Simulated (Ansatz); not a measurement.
# C2H9GaOSi: small, medium and large basis sets

An exercise on one series of results from a longer session: the logs are not shown, and one member is left open.

Program: Ansatz 0.2.0, Gaussian basis. Level of theory: one geometry, several basis sets. These are calculated values, not measurements.

Levels to be run: PBE0-D4/def2-SVP; ωB97M-V/def2-SVP; PBE0-D4/def2-QZVPP; ωB97M-V/def2-QZVPP; the functionals' def2-TZVPP values are taken from earlier runs.

## The geometry

An earlier PBE0-D4 in a triple-zeta def2 set relaxation fixed the geometry.

SMILES `[CH3][Ga]([CH3])[O][SiH3]`, 14 atoms, charge 0, spin multiplicity 1.

Atoms are counted from 1 here; the program's logs count them from 0.

Bond lengths: C1–Ga2 1.959 Å, C1–H6 1.091 Å, C1–H7 1.093 Å, C1–H8 1.093 Å, Ga2–C3 1.954 Å, Ga2–O4 1.804 Å, C3–H9 1.092 Å, C3–H10 1.093 Å, C3–H11 1.090 Å, O4–Si5 1.622 Å, Si5–H12 1.490 Å, Si5–H13 1.495 Å, Si5–H14 1.489 Å. Angles: Ga2–C1–H6 112.2°, Ga2–C1–H7 109.9°, Ga2–C1–H8 109.8°, H6–C1–H7 108.8°, H6–C1–H8 108.8°, H7–C1–H8 107.2°, C1–Ga2–C3 133.3°, C1–Ga2–O4 114.8°, C3–Ga2–O4 112.0°, Ga2–C3–H9 109.7°, Ga2–C3–H10 109.4°, Ga2–C3–H11 112.6°, H9–C3–H10 107.3°, H9–C3–H11 109.2°, H10–C3–H11 108.5°, Ga2–O4–Si5 139.8°, O4–Si5–H12 110.5°, O4–Si5–H13 111.9° and more.

Set-up of the first run:

File in.yaml:

```yaml
crystal:
  periodic: [false, false, false]
  atoms:
    - {symbol: C, position_ang: [-1.053684, 1.593906, 0.577468]}
    - {symbol: Ga, position_ang: [0.245331, 0.128751, 0.629376]}
    - {symbol: C, position_ang: [1.511480, -0.490827, 1.982343]}
    - {symbol: O, position_ang: [0.303156, -0.883317, -0.862436]}
    - {symbol: Si, position_ang: [-0.411122, -0.992068, -2.314884]}
    - {symbol: H, position_ang: [-1.044557, 2.185989, 1.493247]}
    - {symbol: H, position_ang: [-0.839241, 2.250869, -0.268886]}
    - {symbol: H, position_ang: [-2.059332, 1.193086, 0.428303]}
    - {symbol: H, position_ang: [2.488350, -0.655372, 1.523376]}
    - {symbol: H, position_ang: [1.174016, -1.450131, 2.383178]}
    - {symbol: H, position_ang: [1.617192, 0.211909, 2.809314]}
    - {symbol: H, position_ang: [-1.113410, -2.298248, -2.455738]}
    - {symbol: H, position_ang: [-1.419176, 0.091739, -2.522101]}
    - {symbol: H, position_ang: [0.600997, -0.886285, -3.402541]}
basis:
  gaussian: {orbitals: def2-SVP}
hamiltonian: {xc: pbe0, dispersion: d4}
output: {orbitals: {seedname: orbitals}}
```

The run is started by

```
ansatz run in.yaml --threads 2 --pin off --events-out ev --progress --plain --max-ram 22528MiB --backend cpu
```

Steps of the session up to this table: PBE0-D4 in def2-SVP; ωB97M-V in def2-SVP; PBE0-D4 in def2-QZVPP; ωB97M-V in def2-QZVPP.

One of the session's tables, all rows but one given; the rest of the session is left out.

It belongs to the step «Functionals by basis». 

```
functional       basis  HOMO (eV)
   PBE0-D4    def2-SVP      -7.69
   PBE0-D4  def2-TZVPP          ?
   PBE0-D4  def2-QZVPP      -7.76
   ωB97M-V    def2-SVP      -9.91
   ωB97M-V  def2-TZVPP      -9.98
   ωB97M-V  def2-QZVPP      -9.99
```

Q: Estimate the row for PBE0-D4, def2-TZVPP from the others.

The run gave: HOMO (eV): -7.75. In the column «HOMO (eV)» it lies between PBE0-D4, def2-QZVPP (-7.76) and PBE0-D4, def2-SVP (-7.69).
